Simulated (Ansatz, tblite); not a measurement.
# Li$_{2}$ZnGeSe$_{4}$ with GFN1-xTB from a Python script

These are simulated results from tblite 0.8.0, not measurements. The cell was built from a prototype and was relaxed with r2SCAN in plane waves (Ansatz 0.2.0). It may be hypothetical. All runs are without spin polarisation.

Space group I-42m (No. 121), tetragonal; conventional cell a = 5.561 Å, c = 11.901 Å, 23.00 Å³ an atom. Li is surrounded by 4 Se at 2.51 Å; Zn is surrounded by 4 Se at 2.48 Å; Ge is surrounded by 4 Se at 2.37 Å; Se is surrounded by 1 Ge at 2.37 Å and 1 Zn at 2.48 Å and 2 Li at 2.51 Å.

tblite solves periodic systems at the zone centre alone, so the script builds a cluster of 2×2×1 conventional cells (64 atoms), which folds in a coarse mesh of k points.

run.py reads:

```python
import json
from ase import Atoms
from ase.build import make_supercell
from ase.units import Bohr, GPa, Hartree
from tblite.interface import Calculator

atoms = Atoms(['Li', 'Li', 'Zn', 'Ge', 'Se', 'Se', 'Se', 'Se'],
              cell=[[-2.78058535, 2.78058535, 5.95058809], [2.78058535, -2.78058535, 5.95058809], [2.78058535, 2.78058535, -5.95058809]],
              scaled_positions=[[0.75, 0.25, 0.5], [0.25, 0.75, 0.5], [0.0, 0.0, 0.0], [0.5, 0.5, 0.0], [0.861168708, 0.861168708, 0.483262897], [0.138831292, 0.622094189, 0.0], [0.622094189, 0.138831292, 0.0], [0.377905811, 0.377905811, 0.516737103]],
              pbc=True)
cluster = make_supercell(atoms, [[0, 2, 2], [2, 0, 2], [1, 1, 0]])
calc = Calculator('GFN1-xTB', cluster.numbers, cluster.positions / Bohr, lattice=cluster.cell[:] / Bohr, periodic=cluster.pbc)
calc.set('temperature', 0.02 / Hartree)
calc.set('max-iter', 150)
res = calc.singlepoint()
levels = res.get('orbital-energies') * Hartree
nv = round(res.get('orbital-occupations').sum() / 2)
cells = len(cluster) // len(atoms)
out = {'energy_per_cell': res.get('energy') * Hartree / cells, 'homo': levels[nv - 1], 'lumo': levels[nv],
       'stress': (-res.get('virial') * Hartree / cluster.get_volume() / GPa).tolist(), 'charges': res.get('charges')[:len(atoms)].tolist(), 'electrons': 2 * nv / cells}
json.dump(out, open('results.json', 'w'))
for key, value in out.items():
    print(key, value)
```

Command: `python run.py`. It took 6.7 s on 1 thread of Arm Neoverse N1 (shared host), peak memory 0.12 GiB.

The log:

```
------------------------------------------------------------
  cycle        total energy    energy error   density error
------------------------------------------------------------
      1     -133.3507364114  -1.3313105E+02   5.2092115E-01
      2     -131.2117154717   2.1390209E+00   7.0037441E-01
      3     -132.3256724511  -1.1139570E+00   3.3359706E-01
      4     -136.3474194303  -4.0217470E+00   9.1117289E-02
      5     -136.4063308350  -5.8911405E-02   5.9393876E-02
      6     -136.5096130929  -1.0328226E-01   1.9883710E-02
      7     -136.5133782404  -3.7651475E-03   1.7080584E-02
      8     -136.5226885240  -9.3102836E-03   1.0750288E-03
      9     -136.5226028317   8.5692268E-05   1.3682484E-03
     10     -136.5227028200  -9.9988240E-05   5.0217336E-04
     11     -136.5227121005  -9.2805052E-06   9.8785112E-05
     12     -136.5227125430  -4.4254901E-07   3.4324139E-05
     13     -136.5227125669  -2.3927726E-08   2.0096496E-05
     14     -136.5227125740  -7.0750730E-09   4.9095170E-06
------------------------------------------------------------

 total:                                   5.642 sec
energy_per_cell -464.37152911814815
homo -9.578350360916676
lumo -9.197121176770567
stress [[-0.830182367237369, 9.464865251204855e-06, -9.426863507034989e-07], [9.464865251165925e-06, -0.8301823672373568, -9.426863147200971e-07], [-9.426863505996558e-07, -9.426863150105593e-07, -2.0386532285700896]]
charges [0.049152439130562775, 0.04915243913056255, 0.23666629353173785, 0.17907542950119715, -0.12852897293607812, -0.12851479917698988, -0.12851479917693986, -0.1285043872007711]
electrons 32.0
```

The cycle table is in hartree for the whole cluster, and the lines after it are in eV (the energy for one cell). The printed stress is in GPa and positive in compression, and the pressure is its mean diagonal.

GFN1-xTB gives a gap of 0.38 eV. On the same cell, plane-wave PBE (Ansatz, 6×6×6 k points and the special points) gives a gap of 1.30 eV and r2SCAN a gap of 1.71 eV; on shared hosts these took about 70 and 150 core-seconds on the 8-atom cell, against 6.7 for the script. Semilocal gaps usually lie below measured ones. xTB was fitted to molecules, so gaps, charges and pressures of solids can be far off, and the gap also depends on the size of the cluster.

The same script was run on cells scaled at fixed shape and fractional coordinates:

```json
{"volume (Å³/atom)": "20.24", "energy (meV/atom)": "45.8", "pressure (GPa, positive in compression)": "7.59", "gap (eV)": "0.59"}
{"volume (Å³/atom)": "21.62", "energy (meV/atom)": "4.1", "pressure (GPa, positive in compression)": "2.41", "gap (eV)": "0.48"}
{"volume (Å³/atom)": "23.00", "energy (meV/atom)": "0.0", "pressure (GPa, positive in compression)": "-1.23", "gap (eV)": "0.38"}
{"volume (Å³/atom)": "24.38", "energy (meV/atom)": "22.4", "pressure (GPa, positive in compression)": "-3.82", "gap (eV)": "0.30"}
{"volume (Å³/atom)": "25.76", "energy (meV/atom)": "63.8", "pressure (GPa, positive in compression)": "-5.69", "gap (eV)": "0.23"}
```

A Birch-Murnaghan fit puts the minimum at 22.48 Å³/atom, 2.3 % below the given cell, with a bulk modulus of 56.7 GPa at fixed shape.

xTB was fitted mostly to molecules, and a small cluster samples few k points, so gaps, pressures and kinks along a curve can be far from a solid's.

The runs are scalar-relativistic, without spin-orbit coupling.
